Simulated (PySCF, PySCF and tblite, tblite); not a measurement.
# C7H7NS: a path driven as rotation about a bond, and NMR exchange

Aim: the barrier and rate of rotation about a bond in C7H7NS (`C=Cc1cnsc1C=C`), and what it does to NMR lines.

Computed with tblite 0.8.0 (tight binding) and PySCF 2.14.0 (DFT, with response routines of our own); each step states its level. Atoms count from 0 throughout.

### 1 The molecule as given

16 atoms, charge 0, multiplicity 1; geometry from: force field or distance geometry start.

Bonds of the start (Å): C0–C1 1.33, C0–H10 1.09, C0–H9 1.10, C1–C2 1.44, C1–H11 1.09, C2–C3 1.44, C2–C6 1.39, C3–H12 1.09, C3–N4 1.32, C6–C7 1.43, C7–C8 1.34, C7–H13 1.09, C8–H14 1.07, C8–H15 1.09, N4–S5 1.65, S5–C6 1.73.

### 2 GFN2-xTB relaxation, start minimum

The job: settings as JSON, then the geometry in Å.

```
{"job": {"xc": "GFN2-xTB", "basis": "xTB", "kind": "relax"}, "charge": 0, "multiplicity": 1}
C     -2.314000    -1.675100     0.052900
C     -1.080900    -1.187400    -0.069800
C     -0.653800     0.166100     0.150800
C     -1.528100     1.259100     0.506000
N     -0.982100     2.449100     0.673700
S      0.629600     2.320100     0.363100
C      0.654700     0.625200     0.012400
C      1.853300    -0.084600    -0.326900
C      3.072000     0.453300    -0.426100
H     -3.178300    -1.059100     0.328000
H     -2.523700    -2.726800    -0.128900
H     -0.315600    -1.917800    -0.335500
H     -2.599400     1.189900     0.692700
H      1.768400    -1.154400    -0.536400
H      3.914000    -0.154900    -0.695800
H      3.276400     1.506200    -0.237600
```

On the command line:

```sh
$ OMP_NUM_THREADS=1 python ens_run.py task.json out
```

This one command runs the whole study; its stages follow in the order run.

The program printed:

```text
step      E/eV     max force
  0    -670.83937    1.708
  1    -670.90179    0.613
  2    -670.92224    0.308
  3    -670.93066    0.248
  4    -670.93630    0.202
  5    -670.94010    0.162
  6    -670.94273    0.142
  7    -670.94468    0.132
  8    -670.94598    0.091
  9    -670.94681    0.071
 10    -670.94738    0.077
 11    -670.94788    0.075
 12    -670.94841    0.082
 13    -670.94888    0.052
 14    -670.94914    0.033
 15    -670.94930    0.028
 16    -670.94943    0.037
 17    -670.94952    0.033
 18    -670.94958    0.017
 19    -670.94961    0.017
 20    -670.94963    0.018
 21    -670.94966    0.017
 22    -670.94968    0.013
 23    -670.94970    0.013
 24    -670.94973    0.017
 25    -670.94976    0.020
 26    -670.94979    0.016
 27    -670.94981    0.013
 28    -670.94983    0.013
 29    -670.94986    0.017
 30    -670.94989    0.018
 31    -670.94992    0.014
 32    -670.94994    0.011
 33    -670.94995    0.008
 34    -670.94996    0.008
 35    -670.94997    0.005
 36    -670.94997    0.003
```

Run time: 0.24 s. Hardware: 1 thread of Arm Neoverse V1, shared host.

Gain 0.111 eV; displacement 0.04 Å root mean square.

### 3 Relaxed scan, rotation

The job: settings as JSON, then the geometry in Å.

```
{"job": {"xc": "GFN2-xTB", "basis": "xTB", "coordinate": [["t", [5, 6, 7, 8], 0.25], ["t", [5, 6, 7, 13], 0.25], ["t", [2, 6, 7, 8], 0.25], ["t", [2, 6, 7, 13], 0.25]], "kind": "drive"}, "charge": 0, "multiplicity": 1}
C     -2.319014    -1.662007     0.055384
C     -1.073901    -1.213598    -0.065876
C     -0.655941     0.155514     0.143346
C     -1.503858     1.230932     0.507599
N     -0.942895     2.397953     0.651513
S      0.658846     2.324725     0.364757
C      0.648251     0.625889     0.018507
C      1.842658    -0.089490    -0.330654
C      3.050483     0.461580    -0.420157
H     -3.141441    -1.023492     0.326750
H     -2.557501    -2.697348    -0.115679
H     -0.289839    -1.906252    -0.341935
H     -2.564429     1.158462     0.672665
H      1.717294    -1.145968    -0.528047
H      3.916266    -0.118463    -0.685937
H      3.207420     1.510507    -0.229492
```

The program printed:

```text
point  coordinate     E/eV
  0    -75.100     -670.93885
  1    -60.200     -670.90704
  2    -45.400     -670.85740
  3    -30.300     -670.80265
  4    -15.100     -670.76537
  5      0.100     -670.75081
  6     15.300     -670.76834
  7     30.500     -670.81049
  8     45.500     -670.86039
  9     60.100     -670.87986
 10     74.900     -670.87138
 11     89.800     -670.83950
```

It took 4.1 s on 1 thread of Arm Neoverse V1, shared host.

The highest point is number 5, 4.3 kcal/mol above the first.

### 4 Nudged elastic band, leg 1

The job, as its differences from that of step 3:

```diff
@@ -1,2 +1,2 @@
-{"job": {"xc": "GFN2-xTB", "basis": "xTB", "coordinate": [["t", [5, 6, 7, 8], 0.25], ["t", [5, 6, 7, 13], 0.25], ["t", [2, 6, 7, 8], 0.25], ["t", [2, 6, 7, 13], 0.25]], "kind": "drive"}, "charge": 0, "multiplicity": 1}
+{"job": {"xc": "GFN2-xTB", "basis": "xTB", "kind": "neb"}, "charge": 0, "multiplicity": 1}
 C     -2.319014    -1.662007     0.055384
```

The program printed:

```text
image   E - E0 / eV
  0       0.0000
  1       0.0473
  2       0.1490
  3       0.2031
  4       0.1584
  5       0.0948
  6       0.0657
```

Wall time 1.4 s (1 thread of Arm Neoverse V1, shared host).

The highest point is number 3, 4.7 kcal/mol above the first.

### 5 Saddle search, leg 1

The job: settings as JSON, then the geometry in Å.

```
{"job": {"xc": "GFN2-xTB", "basis": "xTB", "kind": "saddle"}, "charge": 0, "multiplicity": 1}
C     -2.055171    -1.711509     0.301355
C     -0.863118    -1.151583     0.130860
C     -0.620815     0.277303     0.097269
C     -1.534392     1.298461     0.468598
N     -1.131959     2.525853     0.310835
S      0.382095     2.577770    -0.295254
C      0.549482     0.857729    -0.351304
C      1.778830     0.236533    -0.836785
C      2.808591    -0.053648    -0.059582
H     -2.948087    -1.128979     0.449360
H     -2.180767    -2.779778     0.287213
H      0.011371    -1.768745    -0.031075
H     -2.512936     1.133961     0.884067
H      1.818362     0.042335    -1.902650
H      3.708702    -0.493401    -0.453895
H      2.789812     0.137698     1.000987
```

The program printed:

```text
step      E/eV     max force
  0    -670.74688   0.0443
  1    -670.75392   0.1384
  2    -670.75104   0.0239
  3    -670.75400   0.0544
  4    -670.75258   0.0175
  5    -670.75388   0.0114
  6    -670.75469   0.0189
  7    -670.75521   0.0369
  8    -670.75555   0.0397
  9    -670.75572   0.0192
 10    -670.75576   0.0083
 11    -670.75576   0.0010
lowest wavenumbers (cm-1): -101.6 65.6 131.8 157.3 203.9 246.3
```

Wall time 4.4 s (1 thread of Arm Neoverse V1, shared host).

Point group C1; 1 imaginary mode, 102i cm⁻¹, carried by C8, H15, H13, C7. Steps downhill from it reached both ends.

### 6 Shieldings, start: PBE0/pcSseg-1

The job: settings as JSON, then the geometry in Å.

```
{"job": {"kind": "nmr", "xc": "PBE0", "basis": "pcSseg-1", "pop": false}, "charge": 0, "multiplicity": 1}
C     -2.319014    -1.662007     0.055384
C     -1.073901    -1.213598    -0.065876
C     -0.655941     0.155514     0.143346
C     -1.503858     1.230932     0.507599
N     -0.942895     2.397953     0.651513
S      0.658846     2.324725     0.364757
C      0.648251     0.625889     0.018507
C      1.842658    -0.089490    -0.330654
C      3.050483     0.461580    -0.420157
H     -3.141441    -1.023492     0.326750
H     -2.557501    -2.697348    -0.115679
H     -0.289839    -1.906252    -0.341935
H     -2.564429     1.158462     0.672665
H      1.717294    -1.145968    -0.528047
H      3.916266    -0.118463    -0.685937
H      3.207420     1.510507    -0.229492
```

The program printed:

```text
coarse grid: 14632 points
cycle   1  E = -723.1588345604  dE =  1.651e+00  |g| = 3.990e-01  |ddm| = 4.236e+00
cycle   2  E = -723.1412902085  dE =  1.754e-02  |g| = 4.862e-01  |ddm| = 1.036e+00
cycle   3  E = -723.1966038117  dE = -5.531e-02  |g| = 1.372e-01  |ddm| = 6.021e-01
cycle   4  E = -723.2009540110  dE = -4.350e-03  |g| = 4.759e-02  |ddm| = 1.890e-01
cycle   5  E = -723.2015187540  dE = -5.647e-04  |g| = 1.547e-02  |ddm| = 7.668e-02
cycle   6  E = -723.2015789796  dE = -6.023e-05  |g| = 6.319e-03  |ddm| = 2.524e-02
cycle   7  E = -723.2015881830  dE = -9.203e-06  |g| = 1.522e-03  |ddm| = 6.958e-03
final grid: 138800 points
cycle   8  E = -723.2564472199  dE = -3.098e-05  |g| = 9.251e-03  |ddm| = 4.508e-02
cycle   9  E = -723.2564330646  dE =  1.416e-05  |g| = 1.193e-02  |ddm| = 2.100e-02
cycle  10  E = -723.2564680803  dE = -3.502e-05  |g| = 1.311e-03  |ddm| = 1.352e-02
cycle  11  E = -723.2564685098  dE = -4.295e-07  |g| = 3.870e-04  |ddm| = 1.858e-03
cycle  12  E = -723.2564685467  dE = -3.689e-08  |g| = 1.393e-04  |ddm| = 5.297e-04
cycle  13  E = -723.2564685511  dE = -4.446e-09  |g| = 4.827e-05  |ddm| = 1.555e-04
cycle  14  E = -723.2564685516  dE = -4.673e-10  |g| = 2.015e-05  |ddm| = 6.516e-05
converged SCF energy = -723.2564685516

GIAO shielding tensors (ppm)
atom      isotropic    diamagn.    paramagn.     s11        s22        s33       span
  0 C       66.159     253.985    -187.827    -42.732     73.165    168.043    210.776
  1 C       53.633     252.806    -199.173    -65.719     60.462    166.155    231.874
  2 C       50.688     256.728    -206.039     -8.203     21.516    138.752    146.954
  3 C       27.872     250.092    -222.220    -52.724     23.170    113.170    165.894
  4 N      -72.507     332.568    -405.075   -340.824   -119.803    243.106    583.929
  5 S      119.774    1059.094    -939.320    -72.664    188.082    243.904    316.568
  6 C       15.565     262.578    -247.013    -57.053    -11.693    115.442    172.495
  7 C       54.342     252.935    -198.593    -62.366     59.121    166.270    228.636
  8 C       63.260     254.181    -190.920    -44.841     73.022    161.600    206.441
  9 H       25.483      32.075      -6.592     23.224     23.543     29.682      6.458
 10 H       26.022      28.521      -2.499     23.911     24.595     29.559      5.648
 11 H       24.755      33.140      -8.385     21.449     23.054     29.762      8.313
 12 H       22.996      31.393      -8.397     18.987     23.653     26.348      7.361
 13 H       24.660      32.934      -8.274     21.668     23.590     28.721      7.053
 14 H       26.036      28.367      -2.331     23.828     24.664     29.616      5.788
 15 H       25.442      31.677      -6.235     22.750     23.198     30.377      7.628
```

It took 29 s on 1 thread of Arm Neoverse V1, shared host; peak memory 0.87 GiB.

Key values: HOMO -6.69 eV, LUMO -1.90 eV; dipole 2.55 D.

### 7 Shieldings, saddle of leg 1: PBE0/pcSseg-1

The job: settings as JSON, then the geometry in Å.

```
{"job": {"kind": "nmr", "xc": "PBE0", "basis": "pcSseg-1", "pop": false}, "charge": 0, "multiplicity": 1}
C     -2.000949    -1.724085     0.377796
C     -0.864772    -1.129360     0.035070
C     -0.638841     0.301891     0.028164
C     -1.557827     1.316209     0.403568
N     -1.134118     2.544024     0.321668
S      0.407042     2.604308    -0.213146
C      0.551881     0.888805    -0.354667
C      1.777897     0.251653    -0.826336
C      2.773303    -0.096794    -0.028991
H     -2.871331    -1.170921     0.686065
H     -2.098408    -2.795653     0.360413
H     -0.011079    -1.722508    -0.268805
H     -2.562982     1.147621     0.747694
H      1.834855     0.077779    -1.895149
H      3.664843    -0.565903    -0.407580
H      2.730486     0.072933     1.034236
```

The program printed:

```text
coarse grid: 14632 points
cycle   1  E = -723.1512080522  dE =  1.638e+00  |g| = 4.132e-01  |ddm| = 4.135e+00
cycle   2  E = -723.1212004325  dE =  3.001e-02  |g| = 5.435e-01  |ddm| = 1.001e+00
cycle   3  E = -723.1905033312  dE = -6.930e-02  |g| = 1.548e-01  |ddm| = 6.568e-01
cycle   4  E = -723.1962289305  dE = -5.726e-03  |g| = 4.940e-02  |ddm| = 1.978e-01
cycle   5  E = -723.1968003019  dE = -5.714e-04  |g| = 1.904e-02  |ddm| = 7.863e-02
cycle   6  E = -723.1968927938  dE = -9.249e-05  |g| = 6.471e-03  |ddm| = 2.811e-02
cycle   7  E = -723.1969021787  dE = -9.385e-06  |g| = 1.597e-03  |ddm| = 6.735e-03
final grid: 138800 points
cycle   8  E = -723.2519284948  dE = -3.226e-05  |g| = 9.589e-03  |ddm| = 4.414e-02
cycle   9  E = -723.2519098587  dE =  1.864e-05  |g| = 1.294e-02  |ddm| = 2.200e-02
cycle  10  E = -723.2519505878  dE = -4.073e-05  |g| = 1.439e-03  |ddm| = 1.440e-02
cycle  11  E = -723.2519511086  dE = -5.208e-07  |g| = 3.472e-04  |ddm| = 1.834e-03
cycle  12  E = -723.2519511357  dE = -2.712e-08  |g| = 1.491e-04  |ddm| = 4.736e-04
cycle  13  E = -723.2519511403  dE = -4.621e-09  |g| = 5.966e-05  |ddm| = 1.731e-04
cycle  14  E = -723.2519511411  dE = -7.847e-10  |g| = 2.212e-05  |ddm| = 7.556e-05
converged SCF energy = -723.2519511411

GIAO shielding tensors (ppm)
atom      isotropic    diamagn.    paramagn.     s11        s22        s33       span
  0 C       67.006     254.889    -187.883    -42.052     75.797    167.275    209.327
  1 C       52.050     252.337    -200.287    -68.370     60.628    163.894    232.264
  2 C       48.259     257.732    -209.472    -12.942     22.288    135.431    148.373
  3 C       30.126     250.216    -220.090    -50.273     23.055    117.597    167.870
  4 N      -75.469     332.398    -407.867   -323.503   -127.253    224.350    547.853
  5 S       99.472    1058.347    -958.875   -102.317    175.266    225.467    327.784
  6 C       13.343     262.992    -249.649    -64.807    -10.356    115.193    180.000
  7 C       49.683     254.350    -204.667    -64.457     62.672    150.833    215.289
  8 C       53.057     254.045    -200.988    -61.128     56.699    163.602    224.730
  9 H       25.525      32.219      -6.693     23.288     23.457     29.831      6.542
 10 H       26.056      29.184      -3.128     23.832     24.585     29.749      5.917
 11 H       24.765      33.201      -8.436     21.377     22.440     30.479      9.102
 12 H       22.958      31.222      -8.264     18.914     23.886     26.073      7.158
 13 H       24.586      30.233      -5.647     23.622     24.069     26.066      2.445
 14 H       25.745      28.600      -2.855     22.450     25.767     29.018      6.568
 15 H       26.013      31.680      -5.667     21.339     25.904     30.795      9.455
```

Wall time 28 s (1 thread of Arm Neoverse V1, shared host); peak memory 0.89 GiB.

Key values: HOMO -6.81 eV, LUMO -1.14 eV; dipole 2.66 D.

### 8 Shieldings, end: PBE0/pcSseg-1

The job: settings as JSON, then the geometry in Å.

```
{"job": {"kind": "nmr", "xc": "PBE0", "basis": "pcSseg-1", "pop": false}, "charge": 0, "multiplicity": 1}
C     -1.685781    -1.685353     0.746177
C     -0.758306    -1.065604     0.027039
C     -0.603056     0.373912    -0.048069
C     -1.647911     1.312653     0.134304
N     -1.349947     2.567817    -0.052713
S      0.215153     2.744739    -0.468696
C      0.559216     1.046954    -0.398511
C      1.893611     0.566228    -0.648945
C      2.419645    -0.538731    -0.128423
H     -2.380512    -1.148253     1.369346
H     -1.771377    -2.758156     0.747834
H     -0.058361    -1.637424    -0.569083
H     -2.662117     1.061633     0.392707
H      2.496065     1.202103    -1.285524
H      3.428279    -0.835729    -0.357926
H      1.876298    -1.165112     0.557717
```

The program printed:

```text
coarse grid: 14632 points
cycle   1  E = -723.1549569552  dE =  1.646e+00  |g| = 4.100e-01  |ddm| = 4.134e+00
cycle   2  E = -723.1284737006  dE =  2.648e-02  |g| = 5.270e-01  |ddm| = 1.015e+00
cycle   3  E = -723.1947519799  dE = -6.628e-02  |g| = 1.367e-01  |ddm| = 6.544e-01
cycle   4  E = -723.1991225456  dE = -4.371e-03  |g| = 4.885e-02  |ddm| = 1.875e-01
cycle   5  E = -723.1996952003  dE = -5.727e-04  |g| = 1.743e-02  |ddm| = 7.559e-02
cycle   6  E = -723.1997716028  dE = -7.640e-05  |g| = 6.745e-03  |ddm| = 2.681e-02
cycle   7  E = -723.1997816917  dE = -1.009e-05  |g| = 1.532e-03  |ddm| = 7.064e-03
cycle   8  E = -723.1997822144  dE = -5.227e-07  |g| = 3.432e-04  |ddm| = 1.700e-03
final grid: 138800 points
cycle   9  E = -723.2549088314  dE = -3.569e-05  |g| = 9.394e-03  |ddm| = 4.630e-02
cycle  10  E = -723.2548864614  dE =  2.237e-05  |g| = 1.293e-02  |ddm| = 2.350e-02
cycle  11  E = -723.2549306409  dE = -4.418e-05  |g| = 2.079e-03  |ddm| = 1.665e-02
cycle  12  E = -723.2549317954  dE = -1.155e-06  |g| = 4.357e-04  |ddm| = 2.596e-03
cycle  13  E = -723.2549318341  dE = -3.862e-08  |g| = 1.657e-04  |ddm| = 5.152e-04
cycle  14  E = -723.2549318389  dE = -4.845e-09  |g| = 7.181e-05  |ddm| = 2.209e-04
cycle  15  E = -723.2549318402  dE = -1.246e-09  |g| = 2.367e-05  |ddm| = 9.969e-05
cycle  16  E = -723.2549318403  dE = -1.310e-10  |g| = 7.182e-06  |ddm| = 2.906e-05
converged SCF energy = -723.2549318403

GIAO shielding tensors (ppm)
atom      isotropic    diamagn.    paramagn.     s11        s22        s33       span
  0 C       64.834     255.250    -190.416    -44.226     72.296    166.432    210.658
  1 C       49.717     253.653    -203.936    -69.213     56.276    162.087    231.300
  2 C       48.902     256.400    -207.498     -8.166     16.923    137.950    146.116
  3 C       26.196     249.737    -223.541    -52.084     22.932    107.738    159.822
  4 N      -75.535     332.033    -407.567   -326.232   -127.705    227.333    553.564
  5 S       98.341    1058.337    -959.996    -97.968    167.905    225.086    323.054
  6 C       15.748     261.248    -245.500    -58.646    -15.680    121.572    180.218
  7 C       52.884     254.120    -201.236    -62.294     60.645    160.301    222.595
  8 C       58.749     257.532    -198.783    -42.897     52.642    166.502    209.399
  9 H       25.532      32.307      -6.775     22.078     24.632     29.887      7.809
 10 H       26.011      29.552      -3.541     23.508     24.792     29.732      6.223
 11 H       24.624      33.131      -8.506     21.842     22.760     29.270      7.428
 12 H       23.122      30.788      -7.667     19.217     23.922     26.226      7.009
 13 H       24.528      29.696      -5.168     21.150     23.954     28.481      7.331
 14 H       25.885      28.586      -2.701     23.783     25.202     28.670      4.886
 15 H       25.862      33.613      -7.751     22.256     24.856     30.475      8.219
```

Wall time 28 s (1 thread of Arm Neoverse V1, shared host); peak memory 0.82 GiB.

In short: HOMO -6.76 eV, LUMO -1.72 eV; dipole 2.62 D.

### 9 Kinetics and line shapes

The job: settings as JSON, then the geometry in Å.

```
{"job": {"smiles": "C=Cc1cnsc1C=C", "charge": 0, "mult": 1, "motion": "rotation", "what": "aryl carbonyl or vinyl", "atoms": [6, 7], "drives": [{"terms": [["t", [5, 6, 7, 8], 0.25], ["t", [5, 6, 7, 13], 0.25], ["t", [2, 6, 7, 8], 0.25], ["t", [2, 6, 7, 13], 0.25]], "by": 180, "n": 12}], "study": "path", "level": {"kind": "nmr", "xc": "PBE0", "basis": "pcSseg-1"}, "fields": [250, 270, 600], "first": 2, "seed": 304, "kind": "path"}, "charge": 0, "multiplicity": 1}
C     -2.319014    -1.662007     0.055384
C     -1.073901    -1.213598    -0.065876
C     -0.655941     0.155514     0.143346
C     -1.503858     1.230932     0.507599
N     -0.942895     2.397953     0.651513
S      0.658846     2.324725     0.364757
C      0.648251     0.625889     0.018507
C      1.842658    -0.089490    -0.330654
C      3.050483     0.461580    -0.420157
H     -3.141441    -1.023492     0.326750
H     -2.557501    -2.697348    -0.115679
H     -0.289839    -1.906252    -0.341935
H     -2.564429     1.158462     0.672665
H      1.717294    -1.145968    -0.528047
H      3.916266    -0.118463    -0.685937
H      3.207420     1.510507    -0.229492
```

The program printed:

```text
stationary points (kcal/mol above the start)
  n  kind          group   xTB      DFT    lowest mode
  0  minimum      Cs       0.00     0.00      37.6
  1  saddle       C1       4.48     2.81    -101.6
  2  minimum      C1       1.51     0.79      73.3

GFN2-xTB energies: T/K, barrier G, reaction G (kcal/mol), k forward, k back (1/s)
 150.00     4.44     1.80   2.13e+06   4.52e+08
 200.00     4.53     1.84   9.36e+07   4.81e+09
 250.00     4.63     1.87   9.29e+08   2.02e+10
 298.15     4.74     1.90   4.15e+09   5.15e+10
 350.00     4.87     1.93   1.33e+10   1.07e+11
 400.00     5.00     1.96   3.08e+10    1.8e+11
 500.00     5.29     2.00   1.02e+11   3.79e+11

PBE0/pcSseg-1 + D3(BJ) energies: T/K, barrier G, reaction G (kcal/mol), k forward, k back (1/s)
 150.00     2.78     1.08   5.65e+08   1.05e+10
 200.00     2.87     1.11   6.16e+09   5.07e+10
 250.00     2.97     1.15   2.65e+10   1.33e+11
 298.15     3.08     1.18   6.88e+10    2.5e+11
 350.00     3.21     1.20   1.45e+11    4.1e+11
 400.00     3.34     1.23    2.5e+11   5.86e+11
 500.00     3.63     1.27   5.42e+11   9.72e+11
```

It took 1.7 min on 1 thread of Arm Neoverse V1, shared host; peak memory 0.89 GiB. This counts the whole study up to here.

Barriers by level (kcal/mol; entropies in cal/(mol K)). Zero-point and thermal terms come from xTB in every row. ΔG‡ leaves symmetry out; the rate counts equivalent paths (a factor of 2); effective ΔG‡, where given, is the barrier that would give that rate by Eyring's equation alone:

| level | ΔE‡ | with zero-point | ΔH‡ | ΔS‡ | ΔG‡ (298 K) | ΔE of reaction | k at 298 K (1/s) | effective ΔG‡ |
| --- | --- | --- | --- | --- | --- | --- | --- | --- |
| GFN2-xTB | 4.48 | 4.27 | 3.83 | -3.1 | 4.74 | 1.52 | 4.2e+09 | 4.33 |
| PBE0/pcSseg-1 + D3(BJ) | 2.81 | 2.61 | 2.16 | -3.1 | 3.08 | 0.79 | 6.9e+10 | 2.67 |

Sites that the driver pairs across this motion, and where their lines would merge (no couplings; faster rotations or exchange between molecules can average them sooner):

| nucleus | sites: shielding (ppm) | proton frequency (MHz) | spread (Hz) | coalescence (K) | lines at 298 K |
| --- | --- | --- | --- | --- | --- |
| 13C | C8: 63.3; C8 (end): 58.7 | 600 | 681 | below 40 | – |
| 13C | C1: 53.6; C1 (end): 49.7 | 600 | 591 | below 40 | – |
| 13C | C2: 50.7; C2 (end): 48.9 | 600 | 270 | below 40 | – |
| 13C | C3: 27.9; C3 (end): 26.2 | 600 | 253 | below 40 | – |
| 1H | H15: 25.44; H15 (end): 25.86 | 600 | 252 | below 40 | – |
| 13C | C7: 54.3; C7 (end): 52.9 | 600 | 220 | below 40 | – |
| 13C | C0: 66.2; C0 (end): 64.8 | 600 | 200 | below 40 | – |
| 15N | N4: -72.5; N4 (end): -75.5 | 600 | 184 | below 40 | – |

Rows that set an atom against itself at the end compare its shielding in the two forms.

### 10 Outcome

```
                        quantity                             value
barrier (PBE0/pcSseg-1 + D3(BJ))  ΔE‡ 2.8, ΔG‡(298 K) 3.1 kcal/mol
              barrier (GFN2-xTB)                  ΔE‡ 4.5 kcal/mol
                   rate at 298 K                       6.9e+10 s⁻¹
                 end of the path       0.8 kcal/mol from the start
```

DFT puts the top 2.8 kcal/mol above the start (xTB: 4.5); the rate from the DFT barrier is 6.9e+10 s⁻¹ at 298 K. An error of 1.4 kcal/mol changes that rate tenfold.
